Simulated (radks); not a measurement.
**Dipole-allowed lines with 48 electrons: In⁺, Sn²⁺, Sb³⁺**

Aim: excitation energies and oscillator strengths as poles of the dipole polarisability below minus the highest eigenvalue. Time-dependent linear response with the Hartree and adiabatic LDA kernel follows each ground state; no spin-orbit coupling. Its values go to the run's result record, not to the log.

The numbers are computed with radks (a radial shooting solver on a logarithmic mesh, Libxc functionals) version 1 (scalar-relativistic Kohn-Sham, PBE, spin-unpolarised, spherical densities, finite nucleus), except any that are marked as measured or tabulated.

### Step 1. The system

| Property | Result |
| --- | --- |
| species | In⁺ ([Kr] 4d10 5s2), Sn²⁺ ([Kr] 4d10 5s2), Sb³⁺ ([Kr] 4d10 5s2) |

### Step 2. In⁺, [Kr] 4d10 5s2

Input:

```text
Z 49
configuration [Kr] 4d10 5s2 5p0 6s0 4f0 5d0
relativity scalar-relativistic
functional pbe,pbe
spin unpolarised
nucleus finite rms 4.6156 fm
c 137.035999084
response adiabatic LDA kernel, real frequencies
```

The run is started by

```bash
python run_ks.py task.json out
```

All runs below come from this command, one after another.

### Step 3. Sn²⁺, [Kr] 4d10 5s2

Input:

```text
Z 50
configuration [Kr] 4d10 5s2 5p0 6s0 4f0 5d0
relativity scalar-relativistic
functional pbe,pbe
spin unpolarised
nucleus finite rms 4.6519 fm
c 137.035999084
response adiabatic LDA kernel, real frequencies
```

### Step 4. Sb³⁺, [Kr] 4d10 5s2

Input:

```text
Z 51
configuration [Kr] 4d10 5s2 5p0 6s0 4f0 5d0
relativity scalar-relativistic
functional pbe,pbe
spin unpolarised
nucleus finite rms 4.6802 fm
c 137.035999084
response adiabatic LDA kernel, real frequencies
```

**Question.** What will these runs give? Wanted: for each run, species; −ε(HOMO); lowest orbital gap; first line; f; strongest line; its f; static α.

The runs gave:

```tsv
species	−ε(HOMO) (eV)	lowest orbital gap (eV)	first line (eV)	f	strongest line (eV)	its f	static α (bohr³)	measured (eV)
In⁺	14.925	5s-5p 6.493	7.802	1.54	7.802	1.54	23.58	5s-5p 7.816
Sn²⁺	26.091	5s-5p 8.299	10.023	1.58	10.023	1.58	14.73	-
Sb³⁺	38.905	5s-5p 10.044	12.101	1.59	12.101	1.59	10.21	-
```

In In⁺ the response moves the first line 1.308 eV above the bare orbital gap, and the lines found carry 79 % of the static polarisability. Against the values (averaged over fine structure) of the NIST Handbook of Basic Atomic Spectroscopic Data the first line is off by -0.01 eV in In⁺. Very weak lines can be missed, and lines above minus the highest eigenvalue dissolve into this model's continuum.
